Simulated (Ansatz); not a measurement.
# PtGe (Pnma): equation of state

An exercise on one series of results from a longer session: the logs are not shown, and one member is left open.

Computed with Ansatz 0.2.0 (DFT r²SCAN, scalar-relativistic, plane waves, PAW, unless a step's input says otherwise).

### The starting structure

The structure is orthorhombic, space group Pnma (No. 62). The conventional cell has a = 5.779 Å, b = 3.705 Å, c = 6.138 Å, α = 90.00°, β = 90.00°, γ = 90.00°. Ge (site symmetry m) is surrounded by 6 Pt at 2.48 to 2.68 Å. Pt (site symmetry m) is surrounded by 6 Ge at 2.48 to 2.68 Å.

Coordinates:

```xyz
8
Lattice="5.7789 0.0000 0.0000 0.0000 3.7054 0.0000 0.0000 0.0000 6.1382" Properties=species:S:1:pos:R:3 pbc="T T T"
Ge    1.0810    0.9263    3.6001
Ge    1.8084    2.7790    0.5310
Ge    3.9705    0.9263    5.6072
Ge    4.6979    2.7790    2.5381
Pt    5.7623    0.9263    1.1898
Pt    2.9060    2.7790    4.2589
Pt    2.8728    0.9263    1.8793
Pt    0.0166    2.7790    4.9484
```

An earlier run at r²SCAN left this cell at 16.430 Å³/atom and -0.06 GPa (6×10×6 mesh).

Volume factors to run: 0.980, 1.020, 0.960, 1.040.

The first run:

input.yaml reads:

```yaml
crystal:
  lattice:
    - [5.7400876912, 0.0, 0.0]
    - [0.0, 3.6805153385, 0.0]
    - [0.0, 0.0, 6.096985275]
  atoms:
    - { symbol: Ge, position: [0.1870635474, 0.25, 0.5865098201] }
    - { symbol: Ge, position: [0.3129364526, 0.75, 0.0865098201] }
    - { symbol: Ge, position: [0.6870635474, 0.25, 0.9134901799] }
    - { symbol: Ge, position: [0.8129364526, 0.75, 0.4134901799] }
    - { symbol: Pt, position: [0.9971253416, 0.25, 0.1938355806] }
    - { symbol: Pt, position: [0.5028746584, 0.75, 0.6938355806] }
    - { symbol: Pt, position: [0.4971253416, 0.25, 0.3061644194] }
    - { symbol: Pt, position: [0.0028746584, 0.75, 0.8061644194] }
basis:
  ecutwfc: 500
  ecutrho_ratio: 4
kpoints:
  mp_grid: { grid: [6, 10, 6] }
hamiltonian:
  xc: r2scan
scf:
  occupations: { method: gaussian, width: 0.05 }
output:
  forces: true
  stress: true
  eigenvalues: true
relax:
  f_tol: 0.01
  max_steps: 40
  cell: { stress_tol: 0.1, fix: [volume] }
```

Launch:

```sh
ansatz run input.yaml --threads 4 --pin off --max-ram 10240MiB --backend cpu --events-out ev --progress --plain --runs-dir out
```

Among the steps run: Volume × 0.980; Scaling the volume by 1.020; Volume × 0.960; Scaling the volume by 1.040.

One table of the session follows, with a row left open; its other results are not shown here.

It belongs to the step «The fit». 

| volume (Å³/atom) | energy (meV/atom) | pressure (GPa) |
| --- | --- | --- |
| 15.772 | 13.77 | 7.13 |
| 16.101 | 3.23 | 3.28 |
| 16.430 | 0.00 | -0.06 |
| 16.758 | ? | ? |
| 17.087 | 12.02 | -5.58 |

Q: Estimate the row for volume (Å³/atom) = 16.758 from the others.

Worked estimate for «energy (meV/atom)». A straight line through the neighbours (16.430, 0.00) and (17.087, 12.02) gives 0.00 + (12.02 − 0.00) × (16.758 − 16.430) / (17.087 − 16.430) = 6.00; a parabola fitted to 3 rows on both sides gives 2.92.

As computed: energy (meV/atom): 3.17; pressure (GPa): -3.00. In «energy (meV/atom)» the line misses by +2.83 and the parabola by -0.25.
